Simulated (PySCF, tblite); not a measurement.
# C4H5BF3PS: geometry, infrared bands and NMR shifts

What infrared bands and NMR shifts should C4H5BF3PS (`F[B-](F)(F)[PH2+]c1ccsc1`) show?

Computed with tblite 0.8.0 and PySCF 2.14.0, with density-fitted response routines of our own, on a single molecule in the gas phase. Atoms are numbered from 0 throughout.

## (1) Starting geometry

15 atoms, charge 0, multiplicity 1; geometry from: force field or distance geometry start.

Bonds of the start (Å): F0–B1 1.45, B1–F2 1.46, B1–F3 1.47, B1–P4 1.90, P4–C5 1.81, C5–C6 1.36, C6–C7 1.38, C7–S8 1.85, S8–C9 1.75, C9–C5 1.38, P4–H10 1.41, P4–H11 1.40, C6–H12 1.09, C7–H13 1.09, C9–H14 1.08.

## (2) Relaxing the molecule with GFN2-xTB

What the job is given:

```
{"job": {"kind": "relax", "xc": "GFN2-xTB", "basis": "xTB"}, "charge": 0, "multiplicity": 1}
F     -2.386500    -0.815700    -1.678000
B     -2.257600    -0.034500    -0.465600
F     -3.482300     0.003000     0.326000
F     -1.806000     1.332300    -0.766800
P     -0.973000    -0.922200     0.622300
C      0.591900    -0.074200     0.320400
C      1.232200    -0.035600    -0.876400
C      2.416500     0.667700    -0.859100
S      2.743100     1.337300     0.829500
C      1.243600     0.597900     1.330600
H     -1.321600    -0.786800     1.981000
H     -0.879500    -2.284400     0.325400
H      0.834600    -0.527100    -1.763900
H      3.073700     0.811400    -1.712200
H      0.966500     0.739000     2.365000
```

Run with:

```console
> OMP_NUM_THREADS=1 python probes_run.py task.json out
```

This one command runs all jobs of the session in turn.

**Question.** This job is followed by: GFN2-xTB harmonic vibrations, gas phase; GIAO PBE0/pcSseg-1 NMR shielding, non-relativistic, gas phase. What will the session give for the following? strongest single infrared mode (GFN2-xTB); zero-point energy (GFN2-xTB); ¹³C shifts against TMS (PBE0/pcSseg-1); ¹H shifts against TMS (PBE0/pcSseg-1, means over atoms taken as alike); ¹⁹F shifts against CFCl3 (PBE0/pcSseg-1, means over atoms taken as alike); ¹¹B shifts against BF3·OEt2 (PBE0/pcSseg-1); ³¹P shifts against H3PO4 (PBE0/pcSseg-1); ³³S shifts against CS2 (PBE0/pcSseg-1); surface potential, 1st and 99th percentile.

The runs gave:

| quantity | value |
| --- | --- |
| strongest single infrared mode (GFN2-xTB) | 482 cm⁻¹, 550 km/mol |
| zero-point energy (GFN2-xTB) | 52.8 kcal/mol |
| ¹³C shifts against TMS (PBE0/pcSseg-1) | 140.4, 137.4, 136.2, 121.6 ppm |
| ¹H shifts against TMS (PBE0/pcSseg-1, means over atoms taken as alike) | 7.75, 7.47, 7.32, 4.78 ppm |
| ¹⁹F shifts against CFCl3 (PBE0/pcSseg-1, means over atoms taken as alike) | -127.1 ppm |
| ¹¹B shifts against BF3·OEt2 (PBE0/pcSseg-1) | 1.5 ppm |
| ³¹P shifts against H3PO4 (PBE0/pcSseg-1) | -138.3 ppm |
| ³³S shifts against CS2 (PBE0/pcSseg-1) | 254 ppm |
| surface potential, 1st and 99th percentile | -1.35 V and 1.66 V |

In words: The optimisation took 96 steps and gained 1.013 eV; among the close pairs (by a distance rule), B1–P4 changed most, from 1.903 to 2.200 Å. No mode is imaginary among the 39: a minimum at this level. The strongest single mode, at 482 cm⁻¹, moves mainly B1. GFN2-xTB is a fitted tight-binding method: band positions and strengths are rough. Its intensities can rank the bands wrongly. At PBE0/pcSseg-1: The largest span, 286 ppm, is at S8, where the paramagnetic term is -807 ppm. NICS(1)zz of -27 ppm above the planar ring from C5 marks a diatropic (aromatic) ring current. By nearest atom (PBE0/pcSseg-1), the HOMO sits on C7, C9 about 26 % each; C5 17 % and the LUMO on C9 25 %; S8 21 %.
